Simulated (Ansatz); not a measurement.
# Trimethylindium (TMIn) (C₃H₉In): how energies converge with the basis set

One table from this session's results is given with a row withheld; the runs are named, their logs left out.

Method: one geometry, several basis sets; program: Ansatz 0.2.0, Gaussian basis.

Levels to be run: PBE0-D4/def2-SVP; ωB97M-V/def2-SVP; PBE0-D4/def2-QZVPP; ωB97M-V/def2-QZVPP; the functionals' def2-TZVPP values are taken from earlier runs.

## Structure used throughout

The geometry comes from an earlier relaxation with PBE0-D4 in a triple-zeta def2 set; it is a stationary point, not always the lowest conformer. In takes the def2 core potential; no spin-orbit term is included.

SMILES `[CH3][In]([CH3])[CH3]`, 13 atoms, charge 0, spin multiplicity 1.

Atoms are counted from 1 here; the program's logs count them from 0.

Bond lengths: C1–In2 2.164 Å, C1–H5 1.091 Å, C1–H6 1.094 Å, C1–H7 1.091 Å, In2–C3 2.164 Å, In2–C4 2.164 Å, C3–H8 1.091 Å, C3–H9 1.091 Å, C3–H10 1.094 Å, C4–H11 1.091 Å, C4–H12 1.094 Å, C4–H13 1.091 Å. Angles: In2–C1–H5 111.3°, In2–C1–H6 109.3°, In2–C1–H7 111.3°, H5–C1–H6 107.8°, H5–C1–H7 109.2°, H6–C1–H7 107.8°, C1–In2–C3 120.0°, C1–In2–C4 120.1°, C3–In2–C4 119.9°, In2–C3–H8 111.3°, In2–C3–H9 111.4°, In2–C3–H10 109.2°, H8–C3–H9 109.2°, H8–C3–H10 107.8°, H9–C3–H10 107.8°, In2–C4–H11 111.4°, In2–C4–H12 109.3°, In2–C4–H13 111.3° and more.

Set-up of the first run:

Contents of in.yaml:

```yaml
crystal:
  periodic: [false, false, false]
  atoms:
    - {symbol: C, position_ang: [-0.506159, 1.897919, -0.902757]}
    - {symbol: In, position_ang: [0.007933, -0.003272, -0.006865]}
    - {symbol: C, position_ang: [1.475278, -0.088563, 1.580970]}
    - {symbol: C, position_ang: [-0.956578, -1.818207, -0.683157]}
    - {symbol: H, position_ang: [0.329360, 2.597984, -0.853704]}
    - {symbol: H, position_ang: [-1.344905, 2.339395, -0.357024]}
    - {symbol: H, position_ang: [-0.811482, 1.777000, -1.943280]}
    - {symbol: H, position_ang: [1.276421, -0.918221, 2.261217]}
    - {symbol: H, position_ang: [1.500653, 0.842510, 2.149293]}
    - {symbol: H, position_ang: [2.467158, -0.242743, 1.146594]}
    - {symbol: H, position_ang: [-1.254680, -1.743940, -1.730087]}
    - {symbol: H, position_ang: [-1.858654, -1.990803, -0.089284]}
    - {symbol: H, position_ang: [-0.304041, -2.683658, -0.557116]}
basis:
  gaussian: {orbitals: def2-SVP}
hamiltonian: {xc: pbe0, dispersion: d4}
output: {orbitals: {seedname: orbitals}}
```

Among the steps run: PBE0-D4 in def2-SVP; ωB97M-V in def2-SVP; PBE0-D4 in def2-QZVPP; ωB97M-V in def2-QZVPP.

One of the session's tables, all rows but one given; the rest of the session is left out.

It belongs to the step «Density functionals: the series». 

```
functional       basis  HOMO (eV)
   PBE0-D4    def2-SVP      -6.95
   PBE0-D4  def2-TZVPP      -7.00
   PBE0-D4  def2-QZVPP      -7.01
   ωB97M-V    def2-SVP      -9.13
   ωB97M-V  def2-TZVPP          ?
   ωB97M-V  def2-QZVPP      -9.19
```

Q: Estimate the row for ωB97M-V, def2-TZVPP from the others.

**Answer.** HOMO (eV): -9.18. In the column «HOMO (eV)» it lies between ωB97M-V, def2-QZVPP (-9.19) and ωB97M-V, def2-SVP (-9.13).
